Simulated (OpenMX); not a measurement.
Crystal: NiMoIrPdW.

```
Ni Mo Pd Ir W
1.0
     4.11705    0.00000    0.00000
    -2.05853    3.56547    0.00000
     0.00000    0.00000    5.44580
Ni Mo Pd Ir W
1 1 1 1 1
Direct
  0.00000 0.00000 0.95775
  0.66667 0.33333 0.96161
  0.66667 0.33333 0.46295
  0.33333 0.66667 0.72572
  0.33333 0.66667 0.23642
```

The cell was built by a generator and needn't be a form met in nature.

Base run:

- Program: OpenMX 3.8.5
- Functional: LDA
- Potentials or basis: OpenMX 2013 LDA set, Ni6.0H-s3p2d2, Mo7.0-s3p2d2, Pd7.0-s3p2d2, Ir7.0-s3p2d2f1, W7.0-s3p2d2f1, grid cutoff 500 Ry
- k mesh: 9 × 9 × 5
- Occupations: fermi-dirac, width 0.05 eV
- Spin: collinear spin, ferromagnetic start
- Starting moments: [1.0, 1.0, 0.0, 0.6, 0.0] μB

Its results: pressure -9.5 GPa; net moment 0.00 μB per cell; largest force 0.064 eV/Å.

Task: The run is repeated on the same cell with these changes: functional from LDA to PBE; potentials or basis from OpenMX 2013 LDA set, Ni6.0H-s3p2d2, Mo7.0-s3p2d2, Pd7.0-s3p2d2, Ir7.0-s3p2d2f1, W7.0-s3p2d2f1, grid cutoff 500 Ry to OpenMX 2013 PBE set, Ni6.0H-s3p2d2, Mo7.0-s3p2d2, Pd7.0-s3p2d2, Ir7.0-s3p2d2f1, W7.0-s3p2d2f1, grid cutoff 500 Ry. What comes out?

Result: Pressure 3.8 GPa; net moment 0.00 μB per cell; largest force 0.131 eV/Å.

Caveats: the basis of atomic orbitals isn't converged, which shifts pressures, moduli and gaps.

Not every run made on this cell is shown here.
